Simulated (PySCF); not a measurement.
# B3H5O: the cost of one run

Programs: PySCF 2.14.0, with density-fitted response routines of our own. Each step states its level of theory. These are calculated values for one molecule in the gas phase, unless marked as measured. Atoms are numbered from 0 throughout.

## (1) The starting structure

9 atoms, charge 0, multiplicity 1; geometry from: GFN2-xTB. The atoms were then displaced at random by about 0.01 Å, so the start is not that level's minimum.

Bonds of the start (Å): B0–B1 1.70, B1–O2 1.32, O2–B3 1.24, B0–H4 1.17, B0–H5 1.15, B1–H6 1.20, B3–H7 1.19, B3–H8 1.22.

## (2) Optimising the geometry at PBE0-D3(BJ)/def2-SVP

What the job is given:

```
{"job": {"xc": "PBE0", "basis": "def2-SVP", "d3": "d3bj", "grid": 1, "shake": 0.01, "kind": "geom"}, "charge": 0, "multiplicity": 1}
B      1.854260    -0.448630    -0.033350
B      0.513370     0.590350    -0.002120
O     -0.759040     0.253170     0.000710
B     -1.945370    -0.109990     0.016070
H      2.358310    -0.738710    -1.048000
H      2.352290    -0.791490     0.940770
H      0.749470     1.768460     0.029070
H     -2.540920    -0.242380    -1.007440
H     -2.524560    -0.297950     1.070550
```

Run with:

```console
OMP_NUM_THREADS=1 python probes_run.py task.json out
```

One launch serves the whole session: the jobs run in the order shown.

Q: Estimate the wall time and peak memory of this first job on 1 thread of Arm Neoverse V2, shared host.

About 7.7 s, with a peak of 0.33 GiB.
